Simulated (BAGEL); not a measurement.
# CH4OSSi (SMILES CS[Si]O): B3LYP/cc-pVDZ (density fitting with qzvpp-jkfit)

What is the energy change on altering one bond length of CH4OSSi at B3LYP/cc-pVDZ (density fitting with qzvpp-jkfit)? 

The results are computed with BAGEL 1.2.2.

### 1 The structure to begin with

CH4OSSi has 8 atoms, charge 0, and is taken as a singlet. SMILES: `CS[Si]O`. The shape is that of a PBE0-D4/def2-TZVP optimisation. This is a higher conformer, about 8 kJ/mol above the lowest found by a separate search.

Bond lengths: C1–S2 1.813 Å, S2–Si3 2.160 Å, Si3–O4 1.651 Å, C1–H5 1.091 Å, C1–H6 1.089 Å, C1–H7 1.091 Å, O4–H8 0.961 Å. Angles: C1–S2–Si3 107.1°, S2–Si3–O4 103.8°, S2–C1–H5 111.2°, S2–C1–H6 107.4°, S2–C1–H7 111.2°, Si3–O4–H8 121.8°, H5–C1–H6 108.2°, H5–C1–H7 110.5°, H6–C1–H7 108.2°.

### 2 The energy at B3LYP/cc-pVDZ (density fitting with qzvpp-jkfit)

Input file job.json:

```json
{ "bagel" : [

{
  "title" : "molecule",
  "basis" : "cc-pvdz.json",
  "df_basis" : "qzvpp-jkfit",
  "angstrom" : true,
  "geometry" : [
    { "atom" : "C", "xyz" : [       0.724400,       0.538800,      -0.590400 ] },
    { "atom" : "S", "xyz" : [      -0.196900,      -0.844100,      -1.315700 ] },
    { "atom" : "Si", "xyz" : [      -1.496600,      -1.621200,       0.224800 ] },
    { "atom" : "O", "xyz" : [      -1.178800,      -0.661400,       1.529900 ] },
    { "atom" : "H", "xyz" : [       1.342300,       0.206500,       0.245200 ] },
    { "atom" : "H", "xyz" : [       1.381900,       0.933200,      -1.364100 ] },
    { "atom" : "H", "xyz" : [       0.052500,       1.338200,      -0.274000 ] },
    { "atom" : "H", "xyz" : [      -0.536700,       0.052800,       1.488400 ] }
  ]
},

{ "title" : "ks", "xc_func" : "b3lyp" },

{ "title" : "print", "file" : "orbitals.molden", "orbitals" : true }

]}
```

The basis set cc-pVDZ is read from a file made from the Basis Set Exchange's data (not shown).

Started as:

```
$ BAGEL_NUM_THREADS=1 BAGEL job.json > job.out
```

Standard output:

```text
* using 1 threads per process

  ===============================================================
  ===============================================================

  *** Geometry ***

  { "atom" : "C", "xyz" : [      1.368918,      1.018184,     -1.115694 ] },
  { "atom" : "S", "xyz" : [     -0.372087,     -1.595118,     -2.486313 ] },
  { "atom" : "Si", "xyz" : [     -2.828164,     -3.063624,      0.424810 ] },
  { "atom" : "O", "xyz" : [     -2.227609,     -1.249865,      2.891092 ] },
  { "atom" : "H", "xyz" : [      2.536579,      0.390228,      0.463361 ] },
  { "atom" : "H", "xyz" : [      2.611413,      1.763492,     -2.577775 ] },
  { "atom" : "H", "xyz" : [      0.099211,      2.528832,     -0.517785 ] },
  { "atom" : "H", "xyz" : [     -1.014216,      0.099778,      2.812668 ] },

  Number of auxiliary basis functions:      480

  Since a DF basis is specified, we compute 2- and 3-index integrals:
    o Being stored without compression. Storage requirement is 0.027 GB

  Number of basis functions:       84
  Number of electrons      :       48

    * METHOD: MOLECULE                             0.24

  *** Kohn-Sham DFT ***

    * Removing 14127 points whose weight is below 1.00e-10
    * Grid points: 105121

  === Nuclear Repulsion ===
   205.9108833823

       - DIIS with orbital gradients will be used.

  === KS iteration (b3lyp / cc-pvdz.json) ===
      0       -777.31733383          0.10317096           0.42
      1       -734.81520249          0.18093275           0.39
      2       -753.97875659          0.16824549           0.39
      3       -756.49970323          0.17496712           0.39
      4       -795.22475698          0.08830033           0.39
      5       -796.31322783          0.10251544           0.39
      6       -803.05404298          0.02062131           0.39
      7       -803.12663112          0.02569858           0.39
      8       -803.48959571          0.00255529           0.38
      9       -803.49365143          0.00147410           0.38
     10       -803.49483674          0.00044091           0.38
     11       -803.49493758          0.00011157           0.39
     12       -803.49494364          0.00004367           0.39
     13       -803.49494522          0.00000716           0.39
     14       -803.49494526          0.00000282           0.39
     15       -803.49494526          0.00000068           0.39
     16       -803.49494526          0.00000016           0.40
     17       -803.49494526          0.00000010           0.39
     18       -803.49494526          0.00000001           0.39
     19       -803.49494526          0.00000001           0.39
    * SCF iteration converged.

    * Permanent dipole moment:
           (   -0.648216,    -0.840000,    -0.218470) a.u.

    * METHOD: KS                                   8.48

    * METHOD: PRINT                                0.02

  ===============================================================
```

It took 9 s on 1 thread of Arm Neoverse V1, shared host; peak memory 0.43 GiB.

### 3 The distorted shape, same level

Input file calc.json:

```json
{ "bagel" : [

{
  "title" : "molecule",
  "basis" : "cc-pvdz.json",
  "df_basis" : "qzvpp-jkfit",
  "angstrom" : true,
  "geometry" : [
    { "atom" : "C", "xyz" : [       0.210746,      -0.032531,      -0.557202 ] },
    { "atom" : "S", "xyz" : [      -0.710554,      -1.415431,      -1.282502 ] },
    { "atom" : "Si", "xyz" : [      -2.010254,      -2.192531,       0.257998 ] },
    { "atom" : "O", "xyz" : [      -1.692454,      -1.232731,       1.563098 ] },
    { "atom" : "H", "xyz" : [       0.828646,      -0.364831,       0.278398 ] },
    { "atom" : "H", "xyz" : [       0.868246,       0.361869,      -1.330902 ] },
    { "atom" : "H", "xyz" : [      -0.461154,       0.766869,      -0.240802 ] },
    { "atom" : "H", "xyz" : [      -0.536700,       0.052800,       1.488400 ] }
  ]
},

{ "title" : "ks", "xc_func" : "b3lyp" },

{ "title" : "print", "file" : "orbitals.molden", "orbitals" : true }

]}
```

The basis set cc-pVDZ is read from a file made from the Basis Set Exchange's data (not shown).

Started as:

```
$ BAGEL_NUM_THREADS=1 BAGEL calc.json > calc.out
```

Standard output:

```text
* using 1 threads per process

  ===============================================================
  ===============================================================

  *** Geometry ***

  { "atom" : "C", "xyz" : [      0.398252,     -0.061475,     -1.052959 ] },
  { "atom" : "S", "xyz" : [     -1.342752,     -2.674777,     -2.423578 ] },
  { "atom" : "Si", "xyz" : [     -3.798830,     -4.143283,      0.487546 ] },
  { "atom" : "O", "xyz" : [     -3.198275,     -2.329524,      2.953827 ] },
  { "atom" : "H", "xyz" : [      1.565914,     -0.689431,      0.526096 ] },
  { "atom" : "H", "xyz" : [      1.640747,      0.683833,     -2.515040 ] },
  { "atom" : "H", "xyz" : [     -0.871455,      1.449172,     -0.455050 ] },
  { "atom" : "H", "xyz" : [     -1.014216,      0.099778,      2.812668 ] },

  Number of auxiliary basis functions:      480

  Since a DF basis is specified, we compute 2- and 3-index integrals:
    o Being stored without compression. Storage requirement is 0.027 GB

  Number of basis functions:       84
  Number of electrons      :       48

    * METHOD: MOLECULE                             0.24

  *** Kohn-Sham DFT ***

    * Removing 13735 points whose weight is below 1.00e-10
    * Grid points: 105513

  === Nuclear Repulsion ===
   203.3797201349

       - DIIS with orbital gradients will be used.

  === KS iteration (b3lyp / cc-pvdz.json) ===
      0       -776.79257399          0.09943707           0.42
      1       -739.44515032          0.15491989           0.39
      2       -762.71385454          0.12793541           0.39
      3       -769.59499543          0.17797668           0.39
      4       -798.72976063          0.07409821           0.39
      5       -800.37519925          0.07363303           0.39
      6       -803.12991993          0.01701624           0.39
      7       -801.79391310          0.05029803           0.39
      8       -803.30637714          0.00939712           0.40
      9       -803.34203088          0.00561611           0.40
     10       -803.37014666          0.00100229           0.40
     11       -803.37082330          0.00034956           0.39
     12       -803.37087555          0.00015489           0.39
     13       -803.37089492          0.00005038           0.39
     14       -803.37089681          0.00001118           0.39
     15       -803.37089687          0.00000829           0.39
     16       -803.37089692          0.00000118           0.39
     17       -803.37089692          0.00000082           0.39
     18       -803.37089692          0.00000015           0.39
     19       -803.37089692          0.00000008           0.39
     20       -803.37089692          0.00000007           0.39
     21       -803.37089692          0.00000002           0.39
     22       -803.37089692          0.00000000           0.39
    * SCF iteration converged.

    * Permanent dipole moment:
           (   -0.668574,    -0.644784,     0.258508) a.u.

    * METHOD: KS                                   9.67

    * METHOD: PRINT                                0.02

  ===============================================================
```

Run time: 10 s. Hardware: 1 thread of Arm Neoverse V1, shared host; peak memory 0.43 GiB.

### 4 Summary of results

At B3LYP/cc-pVDZ (density fitting with qzvpp-jkfit):

```
                                                         quantity          value
                                        first shape: total energy  -803.49495 Eh
                                       first shape: dipole moment         2.75 D
                                         first shape: HOMO energy       -6.54 eV
                                         first shape: LUMO energy       -1.52 eV
                                       first shape: HOMO–LUMO gap        5.02 eV
                                    distorted shape: total energy  -803.37090 Eh
                                   distorted shape: dipole moment         2.45 D
                                     distorted shape: HOMO energy       -6.78 eV
                                     distorted shape: LUMO energy       -3.37 eV
                                   distorted shape: HOMO–LUMO gap        3.41 eV
energy change with the O4–H8 bond stretched from 0.961 to 1.730 Å       3.376 eV
```

One bond (distorted shape) is far stretched, which a spin-restricted single reference describes badly; a broken-symmetry solution may lie lower. With the O4–H8 bond stretched from 0.961 to 1.730 Å the energy rises by 3.38 eV (326 kJ/mol). The first shape isn't relaxed at this level, so the change isn't measured from a minimum. A restricted reference can't describe the breaking bond well at this length.
